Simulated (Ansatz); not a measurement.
# BrGeH7OSi2: ladder of methods at one geometry, by script

Wanted for BrGeH7OSi2: a ladder of methods at one geometry.

All numbers are computed with Ansatz 0.2.0, driven from Python. The levels of theory stand in the script.

### 1 The structure

Bond lengths: O1–Si2 1.716 Å, Si2–Si3 2.232 Å, Si3–Ge4 2.312 Å, Si3–Br5 2.255 Å, O1–H6 0.990 Å, Si2–H7 1.471 Å, Si2–H8 1.470 Å, Si3–H9 1.470 Å, Ge4–H10 1.550 Å, Ge4–H11 1.550 Å, Ge4–H12 1.550 Å. Angles (14 of 19 angles, heavy atoms first): O1–Si2–Si3 109.5°, Si2–Si3–Ge4 109.1°, Si2–Si3–Br5 109.4°, Ge4–Si3–Br5 109.4°, O1–Si2–H7 109.6°, O1–Si2–H8 109.5°, Si3–Si2–H7 109.4°, Si3–Si2–H8 109.3°, Si2–O1–H6 104.6°, Si2–Si3–H9 109.6°, Ge4–Si3–H9 109.6°, Br5–Si3–H9 109.7°, Si3–Ge4–H10 109.4°, Si3–Ge4–H11 109.3°.

No structure file is read: the coordinates are typed or built in the script.

### 2 The script

run_methods.py

```python
from pathlib import Path

import ansatz as az
from ase import Atoms
import numpy as np

config = {
    "basis": "def2-SVP",
}


def main() -> None:
    atoms = Atoms(["O", "Si", "Si", "Ge", "Br", "H", "H", "H", "H", "H", "H", "H"], positions=[
        [-1.943, 1.4826, 0.1],
        [-1.6454, -0.0185, -0.6767],
        [0.048, -1.0592, 0.3397],
        [1.9337, 0.2732, 0.2202],
        [-0.4821, -1.4153, 2.5019],
        [-1.1205, 2.0119, -0.0552],
        [-1.2977, 0.2162, -2.0861],
        [-2.8499, -0.858, -0.5988],
        [0.3084, -2.3444, -0.3252],
        [3.1137, -0.4384, 0.9298],
        [2.2901, 0.5232, -1.2673],
        [1.6446, 1.6267, 0.9178],
    ])
    brgeh7osi2 = az.Crystal.molecule_from_ase(atoms)

    setup = brgeh7osi2.calculation().basis(gaussian=config["basis"])

    print("functional    E (Ha)        dipole (D)   HOMO (eV)  LUMO (eV)")
    for name in ["b3lyp", "r2scan0", "pbe0", "lc_wpbe"]:
        report = setup.functional(name).forces().orbitals().run(threads=1, runs_dir="runs").report
        lines = Path(report["orbitals_path"]).read_text().splitlines()
        field_of = lambda key: [line.split("=")[1].strip() for line in lines if line.startswith(key)]
        orbitals = [(27.211386 * float(e), s, float(n)) for e, s, n in zip(field_of("Ene="), field_of("Spin="), field_of("Occup="))]
        homo = max(e for e, _, n in orbitals if n > 0.5)
        lumo = min(e for e, _, n in orbitals if n < 0.5)
        dipole = 4.803205 * np.linalg.norm(report["charge_distribution"]["dipole_moment_e_ang"])
        print(f"{name:10s} {report['free_energy_ev'] / 27.211386246:14.6f} {dipole:9.3f} {homo:11.3f} {lumo:10.3f}")


if __name__ == "__main__":
    main()
```

### 3 What the engine is handed

The package turns the script's settings into the engine's input (first run):

```yaml
crystal:
  periodic: [false, false, false]
  atoms:
    - { symbol: O, position_ang: [-1.943, 1.4826, 0.1] }
    - { symbol: Si, position_ang: [-1.6454, -0.0185, -0.6767] }
    - { symbol: Si, position_ang: [0.048, -1.0592, 0.3397] }
    - { symbol: Ge, position_ang: [1.9337, 0.2732, 0.2202] }
    - { symbol: Br, position_ang: [-0.4821, -1.4153, 2.5019] }
    - { symbol: H, position_ang: [-1.1205, 2.0119, -0.0552] }
    - { symbol: H, position_ang: [-1.2977, 0.2162, -2.0861] }
    - { symbol: H, position_ang: [-2.8499, -0.858, -0.5988] }
    - { symbol: H, position_ang: [0.3084, -2.3444, -0.3252] }
    - { symbol: H, position_ang: [3.1137, -0.4384, 0.9298] }
    - { symbol: H, position_ang: [2.2901, 0.5232, -1.2673] }
    - { symbol: H, position_ang: [1.6446, 1.6267, 0.9178] }
basis:
  gaussian:
    orbitals: def2-SVP
hamiltonian:
  xc: b3lyp
output:
  orbitals: {}
  forces: true
```

### 4 Launch

Run with:

```sh
> python run_methods.py
```

The program printed:

```text
functional    E (Ha)        dipole (D)   HOMO (eV)  LUMO (eV)
b3lyp        -5308.942055     2.268      -7.310     -1.093
r2scan0      -5308.689776     2.488      -7.780     -0.952
pbe0         -5307.945252     2.389      -7.569     -1.013
lc_wpbe      -5307.976561     2.563     -10.104      1.176
```

Run time: 46 s. Hardware: 1 thread of Arm Neoverse V2, shared host; peak memory 0.53 GiB.

### 5 Inputs of later runs

The engine's inputs for the other runs:

Run 2, against run 1:

```diff
@@ -20 +20 @@
-  xc: b3lyp
+  xc: r2scan0
```

Run 3, against run 1:

```diff
@@ -20 +20 @@
-  xc: b3lyp
+  xc: pbe0
```

Run 4, against run 1:

```diff
@@ -20 +20 @@
-  xc: b3lyp
+  xc: lc_wpbe
```

### 6 The engine's runs

From the records of these 4 runs:

| run | functional | energy (eV) | SCF cycles | CPU time (s) |
| --- | --- | --- | --- | --- |
| 1 | b3lyp | -144463.6728 | 17 | 10 |
| 2 | r2scan0 | -144456.8080 | 17 | 17 |
| 3 | pbe0 | -144436.5484 | 17 | 10 |
| 4 | lc_wpbe | -144437.4004 | 18 | 8.6 |

Totals under unlike functionals or potentials can't be compared directly.

The fields below are those of run 1.

### 7 Pictures from the orbitals

Orbitals, density, ELF and potential are computed afterwards from the orbital file.

Frontier orbitals at B3LYP/def2-SVP, with the share of their density that lies nearest to each atom:

| orbital | energy (eV) | lies on |
| --- | --- | --- |
| HOMO-1 | -7.88 | Br5 67 %; H9 10 %; Si3 7 % |
| HOMO | -7.31 | Br5 34 %; Si3 17 %; Si2 12 % |
| LUMO | -1.09 | Si3 32 %; Br5 23 %; H7, H9 about 9 % each |

ELF in a plane through or near 5 of the atoms.

Ten even steps from '0' (0.00) to '9' (1.00):
```
0000000000000000000000000000
0000000000000000000000000000
0000000000000000000000000000
0000000000000000000000000000
0000000000000100000000000000
0000000000013331000034200000
0000464000231012311699950000
0004999622533652744999982000
0018999954771526943999993000
0019999822387359635399971000
0006999364536446146033210000
0001355247323112212320000000
0000002222231000123320000000
0000000233320000111210000000
0000000001100000000000000000
0000000000000000000000000000
0000000000000000000000000000
0000000000000000000000000000
0000000000000000000000000000
0000000000000000000000000000
```
The map spans 11.7 Å across and 9.7 Å up, centred on the molecule. Atoms in the plane (x, y in Å): Si2 (1.8, 0.0), Si3 (-0.2, 1.1), Ge4 (-1.9, -0.4), H8 (2.9, 0.9), H10 (-3.3, 0.4).

On the surface of density 0.002 e/bohr³ the electrostatic potential runs, from the 1st to the 99th percentile, from -1.30 V near O1 to 2.26 V near H6.

### 8 Results

| quantity | value |
| --- | --- |
| runs compared | 4 |
| HOMO-LUMO gap of the mean field (B3LYP/def2-SVP) | 6.22 eV |

In words: All 4 runs converged, in 17 to 18 cycles. Caveats:
- The geometry is a force-field or estimated start, not a minimum of this method, and the basis set is short of its limit. A lower total doesn't mark the better method: functionals have no common bound, and MP2 and coupled cluster aren't variational.
- b3lyp holds the VWN-RPA fit, as in Gaussian; the form of ORCA and Turbomole is b3lyp5.
- Levels such as HOMO and LUMO are orbital energies: with these approximate functionals they aren't the ionisation energy and electron affinity, and their gap isn't the fundamental gap.
